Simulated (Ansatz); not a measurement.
# GeNH5 (built from SMILES [NH2][GeH3]): single points off equilibrium

An exercise on one series of results from a longer session: the logs are not shown, and one member is left open.

The runs use Ansatz 0.2.0, Gaussian basis; single points in def2-TZVPP.

Cores are frozen in the correlated methods. Filled d shells of the heavier atoms are correlated.

## The system as given

7 atoms, charge 0, spin multiplicity 1.

Atoms are counted from 1 here; the program's logs count them from 0.

Bond lengths: Ge1–H2 1.834 Å, Ge1–N3 1.614 Å, Ge1–H4 1.908 Å, Ge1–H5 1.670 Å, Ge1–H6 1.636 Å, H2–H4 0.805 Å, N3–H7 1.099 Å. Angles: H2–Ge1–N3 71.2°, H2–Ge1–H4 24.7°, H2–Ge1–H5 109.2°, H2–Ge1–H6 103.1°, N3–Ge1–H4 46.9°, N3–Ge1–H5 130.2°, N3–Ge1–H6 130.0°, H4–Ge1–H5 125.8°, H4–Ge1–H6 113.8°, H5–Ge1–H6 99.1°, Ge1–H2–H4 82.8°, Ge1–N3–H7 133.5°, Ge1–H4–H2 72.5°.

As a file:

```
Ge   -0.6019   -0.1604    0.1545
H     0.7333    0.8160    0.9456
N     0.6487   -0.0720   -0.8622
H     1.1580    0.5584    0.3124
H    -2.0223    0.7176    0.1955
H    -0.9587   -1.2853    1.2878
H     0.7987   -0.3820   -1.9054
```

Set-up of the first run:

Contents of run/in.yaml:

```yaml
crystal:
  periodic: [false, false, false]
  atoms:
    - {symbol: Ge, position_ang: [-0.601900, -0.160400, 0.154500]}
    - {symbol: H, position_ang: [0.733300, 0.816000, 0.945600]}
    - {symbol: N, position_ang: [0.648700, -0.072000, -0.862200]}
    - {symbol: H, position_ang: [1.158000, 0.558400, 0.312400]}
    - {symbol: H, position_ang: [-2.022300, 0.717600, 0.195500]}
    - {symbol: H, position_ang: [-0.958700, -1.285300, 1.287800]}
    - {symbol: H, position_ang: [0.798700, -0.382000, -1.905400]}
basis:
  gaussian: {orbitals: def2-TZVPP}
correlation: {method: ccsd_t}
output: {forces: true}
```

No record of the launch command was kept for these runs.

Steps of the session up to this table: CCSD(T)/def2-TZVPP; PBE0-D4/def2-TZVPP; wB97M-V/def2-TZVPP; r2SCAN-D4/def2-TZVPP; PBE-D4/def2-TZVPP; r2SCANh-D4/def2-TZVPP; wB97X-V/def2-TZVPP.

One table of the session follows, with a row left open; its other results are not shown here.

```
    method  RMS force component (eV/Å)  angle to CCSD(T) forces (°)  dipole (D)
   CCSD(T)                       2.955                    reference        1.22
   PBE0-D4                       2.904                          2.7        1.20
   wB97M-V                       2.928                          1.3        1.26
 r2SCAN-D4                       2.893                          2.8        1.09
    PBE-D4                           ?                            ?           ?
r2SCANh-D4                       2.889                          2.6        1.15
   wB97X-V                       2.929                          1.8        1.31
```

Q: Estimate the row for PBE-D4 from the others.

**Answer.** RMS force component (eV/Å): 2.934; angle to CCSD(T) forces (°): 4.5; dipole (D): 1.03. In the column «RMS force component (eV/Å)» it lies between wB97X-V (2.929) and CCSD(T) (2.955).
